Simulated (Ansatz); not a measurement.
**Si3BH9: one species, many methods**

How much do the methods differ for Si3BH9? The plan is to run it at one geometry with functionals of several rungs and with coupled cluster. The yardstick is the atomisation energy at the CCSD(T) limit.

Computed with Ansatz 0.2.0, Gaussian basis. Level: functionals in def2-TZVPP, the program's frozen cores in correlated methods.

Levels to be run: LDA (SPW92), PBE-D4, revPBE-D4, BLYP-D4, r2SCAN-D4, B97M-V, PBE0-D4, B3LYP-D4, r2SCANh-D4, r2SCAN0-D4, HSE06-D4, BHLYP-D4, CAM-B3LYP-D4, LC-ωPBE, ωB97X-V, ωB97M-V, B2PLYP, PBE-QIDH; CCSD(T)/def2-SVP; CCSD(T)/def2-TZVPP; MP2/def2-QZVPP; extrapolation to the limit; RPA on PBE.

**1. The geometry**

All runs share one geometry, relaxed beforehand with PBE0-D4 in a triple-zeta def2 set.

SMILES `[SiH3]B([SiH3])[SiH3]`, 13 atoms, charge 0, spin multiplicity 1.

Atoms are counted from 1 here; the program's logs count them from 0.

Bond lengths: Si1–B2 1.999 Å, Si1–H5 1.489 Å, Si1–H6 1.488 Å, Si1–H7 1.496 Å, B2–Si3 2.000 Å, B2–Si4 1.999 Å, Si3–H8 1.489 Å, Si3–H9 1.496 Å, Si3–H10 1.488 Å, Si4–H11 1.489 Å, Si4–H12 1.497 Å, Si4–H13 1.489 Å. Angles: B2–Si1–H5 113.4°, B2–Si1–H6 114.9°, B2–Si1–H7 103.6°, H5–Si1–H6 108.7°, H5–Si1–H7 107.7°, H6–Si1–H7 108.1°, Si1–B2–Si3 122.0°, Si1–B2–Si4 119.0°, Si3–B2–Si4 118.9°, B2–Si3–H8 113.5°, B2–Si3–H9 103.6°, B2–Si3–H10 114.9°, H8–Si3–H9 107.7°, H8–Si3–H10 108.7°, H9–Si3–H10 108.1°, B2–Si4–H11 114.5°, B2–Si4–H12 102.7°, B2–Si4–H13 114.5° and more.

Coordinates:

| atom | x (Å) | y (Å) | z (Å) |
| --- | --- | --- | --- |
| Si1 | -0.8436 | 1.6445 | -0.7881 |
| B2 | -0.0307 | 0.0206 | 0.0481 |
| Si3 | 1.4001 | 0.1482 | 1.4391 |
| Si4 | -0.5874 | -1.7860 | -0.6027 |
| H5 | -2.2087 | 1.4080 | -1.3345 |
| H6 | -0.8811 | 2.8482 | 0.0865 |
| H7 | 0.0636 | 1.9365 | -1.9412 |
| H8 | 1.4827 | -1.0520 | 2.3170 |
| H9 | 2.6624 | 0.2128 | 0.6387 |
| H10 | 1.3343 | 1.3629 | 2.2967 |
| H11 | 0.4536 | -2.8408 | -0.4596 |
| H12 | -1.7201 | -2.1302 | 0.3133 |
| H13 | -1.1046 | -1.8077 | -1.9988 |

**2. LDA**

This LDA is Slater exchange with PW92 correlation.

File in.yaml:

```yaml
crystal:
  periodic: [false, false, false]
  atoms:
    - {symbol: Si, position_ang: [-0.843599, 1.644482, -0.788084]}
    - {symbol: B, position_ang: [-0.030663, 0.020567, 0.048133]}
    - {symbol: Si, position_ang: [1.400090, 0.148190, 1.439087]}
    - {symbol: Si, position_ang: [-0.587445, -1.785958, -0.602675]}
    - {symbol: H, position_ang: [-2.208742, 1.408037, -1.334501]}
    - {symbol: H, position_ang: [-0.881056, 2.848158, 0.086494]}
    - {symbol: H, position_ang: [0.063635, 1.936485, -1.941207]}
    - {symbol: H, position_ang: [1.482678, -1.051965, 2.317046]}
    - {symbol: H, position_ang: [2.662443, 0.212844, 0.638734]}
    - {symbol: H, position_ang: [1.334293, 1.362927, 2.296734]}
    - {symbol: H, position_ang: [0.453572, -2.840820, -0.459565]}
    - {symbol: H, position_ang: [-1.720072, -2.130195, 0.313253]}
    - {symbol: H, position_ang: [-1.104639, -1.807651, -1.998751]}
basis:
  gaussian: {orbitals: def2-TZVPP}
hamiltonian: {xc: lda}
output: {orbitals: {seedname: orbitals}}
```

Launch:

```console
> ansatz run in.yaml --threads 4 --pin off --events-out ev --progress --plain --max-ram 10444MiB
```

The runs that follow: PBE-D4 (GGA); revPBE-D4 (GGA); BLYP-D4 (GGA); r2SCAN-D4 (meta-GGA); B97M-V (meta-GGA); B3LYP-D4 (hybrid); r2SCANh-D4 (hybrid); r2SCAN0-D4 (hybrid); HSE06-D4 (hybrid); BHLYP-D4 (hybrid); CAM-B3LYP-D4 (range-separated); LC-ωPBE (range-separated); ωB97X-V (range-separated); ωB97M-V (range-separated); B2PLYP (double hybrid); PBE-QIDH (double hybrid); CCSD(T) in def2-SVP; CCSD(T) in def2-TZVPP; MP2 in def2-QZVPP; RPA on PBE orbitals.

**Question.** What will the summary of the whole plan be? Wanted: atomisation energy, CCSD(T)/CBS; farthest beyond LDA; mean size of error, GGA; mean size of error, meta-GGA; mean size of error, hybrid; mean size of error, range-separated; mean size of error, double hybrid; gap, smallest and largest; T1 diagnostic.

**Answer**, as computed:

```
                               quantity                                                           value
        atomisation energy, CCSD(T)/CBS                                                   3795.2 kJ/mol
 functionals within 19.0 kJ/mol (0.5 %)  r2SCAN-D4, B3LYP-D4, r2SCANh-D4, r2SCAN0-D4, BHLYP-D4, ωB97M-V
                    farthest beyond LDA                                        revPBE-D4 (-78.6 kJ/mol)
                mean size of error, GGA                                                     51.8 kJ/mol
           mean size of error, meta-GGA                                                     30.8 kJ/mol
             mean size of error, hybrid                                                     16.0 kJ/mol
    mean size of error, range-separated                                                     28.5 kJ/mol
      mean size of error, double hybrid                                                     48.7 kJ/mol
              gap, smallest and largest                        2.69 eV (LDA (SPW92)), 9.73 eV (LC-ωPBE)
                          T1 diagnostic                                                          0.0149
triples share of the correlation energy                                                           3.4 %
```

What this shows: LDA overbinds by 374.2 kJ/mol (10 %). PBE-D4 misses by -35.7 kJ/mol. Double hybrids carry the basis error of their MP2 part in triple zeta, and no dispersion term here, so their miss is partly the set-up's. By mean error the best rung here is hybrid (16.0 kJ/mol) and the worst beyond LDA is GGA (51.8 kJ/mol). Misses under about 19.0 kJ/mol are within the doubt on the reference itself, which lacks core-valence correlation, relativity and higher excitations. Hartree-Fock recovers 78 % of the binding; the rest is correlation. CCSD(T) in def2-SVP is off by -224.3 kJ/mol, more than most functionals: a good method in a small basis is no reference. Orbital gaps span 2.7 to 9.7 eV; exact exchange widens them.
